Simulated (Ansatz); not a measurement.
# Si: a line through a two-coordinate scan

An exercise on one series of results from a longer session: the logs are not shown, and one member is left open.

Program: Ansatz 0.2.0. Level of theory: DFT LDA, scalar-relativistic, plane waves, PAW. These are calculated values, not measurements.

1 further run of the same task is left out (set aside as unsound or not needed).

## Starting point

It takes space group Fd-3m (No. 227, cubic). The conventional cell has a = 5.402 Å, b = 5.402 Å, c = 5.402 Å, α = 90.00°, β = 90.00°, γ = 90.00°. Si (site symmetry -43m) has 4 Si at 2.34 Å as nearest neighbours.

Coordinates:

```xyz
2
Lattice="0.0000 2.7008 2.7008 2.7008 0.0000 2.7008 2.7008 2.7008 0.0000" Properties=species:S:1:pos:R:3 pbc="T T T"
Si    2.7008    2.7008    2.7008
Si    4.0512    4.0512    4.0512
```

This cell was relaxed beforehand with the same method: volume 19.70 Å³/atom, gap on the mesh 0.44 eV.

## What is varied

The energy is mapped over two homogeneous strains (x along [1 0 0], y along [0 1 0], z along [0 0 1] of the conventional cell).

The axes are (1) strain +e along x and -e along y: 9 values from −11.00 %; (2) strain +e along z and -e/2 along x and y: 9 values from −7.00 %.

Nothing else is relaxed (symmetry fixes all fractional coordinates). Energies count from the relaxed crystal. Points are written as (first, second).

Set-up of the first run:

input.yaml

```yaml
crystal:
  lattice:
    - [0.0, 3.0924147873, 2.511743015]
    - [2.4982390203, 0.0, 2.511743015]
    - [2.4982390203, 3.0924147873, 0.0]
  atoms:
    - { symbol: Si, position: [0.5, 0.5, 0.5] }
    - { symbol: Si, position: [0.75, 0.75, 0.75] }
basis:
  ecutwfc: 420
kpoints:
  mp_grid: { grid: [12, 12, 12] }
hamiltonian:
  xc: lda
  pseudopotentials: { kind: paw, azcp: { folder: soft_1 } }
scf:
  occupations: { method: gaussian, width: 0.05 }
output:
  forces: true
  stress: true
  eigenvalues: true
```

Launch:

```sh
ansatz run input.yaml --threads 1 --pin off --max-ram 2048MiB --backend cpu --events-out ev --progress --plain --runs-dir out
```

Among the steps run: Grid point (−11.00 %, −7.00 %); Point (−11.00 %, −5.25 %); Point (−11.00 %, −3.50 %); Grid point (−11.00 %, −1.75 %); Grid point (−11.00 %, 0.00 %); Point (−11.00 %, 1.75 %); The run at (−11.00 %, 3.50 %); Grid point (−11.00 %, 5.25 %); Grid point (−11.00 %, 7.00 %).

One of the session's tables, all rows but one given; the rest of the session is left out.

| strain +e along z and -e/2 along x and y (%) | energy (meV/atom) | slope (meV/atom per %) | pressure (GPa) |
| --- | --- | --- | --- |
| −7.00 | 208 | −14.3 | −0.07 |
| −5.25 | 183 | −13.2 | −0.10 |
| −3.50 | ? | ? | ? |
| −1.75 | 144 | −8.6 | −0.23 |
| 0.00 | 132 | −5.8 | −0.34 |
| 1.75 | 124 | −2.9 | −0.44 |
| 3.50 | 122 | 0.4 | −0.51 |
| 5.25 | 125 | 3.4 | −0.65 |
| 7.00 | 134 | 6.4 | −0.80 |

Q: Estimate the row for strain +e along z and -e/2 along x and y (%) = −3.50 from the others.

Worked estimate for «energy (meV/atom)». A straight line through the neighbours (−5.25, 183) and (−1.75, 144) gives 183 + (144 − 183) × (−3.50 − −5.25) / (−1.75 − −5.25) = 164; a parabola fitted to 4 rows on both sides gives 161.

As computed: energy (meV/atom): 162; slope (meV/atom per %): −11.3; pressure (GPa): −0.14. In «energy (meV/atom)» the line misses by +2 and the parabola by -1.

Energies count from the relaxed crystal. Slopes come from the forces (and the stress, where the cell changes), not from differences of energies.

In words: The lowest point of the line is at 3.50 %, 122 meV/atom from the zero. A fit to energies and slopes at the lowest point and its two neighbours puts the minimum at 3.299 %, with a curvature of about 1.9 meV/atom per %². Divided by the reference volume, that is a stiffness of about 150 GPa for this pattern of strain. The highest point computed, at −7.00 %, lies 86 meV/atom above the lowest. This is one cut through a surface in two coordinates; the map's lowest point lies off it. The gap on the mesh closes on part of the grid.

Caveats from the session: These are semilocal Kohn-Sham gaps, which aren't the measured quantity. Warnings in the runs' records: pseudo functional mismatch.
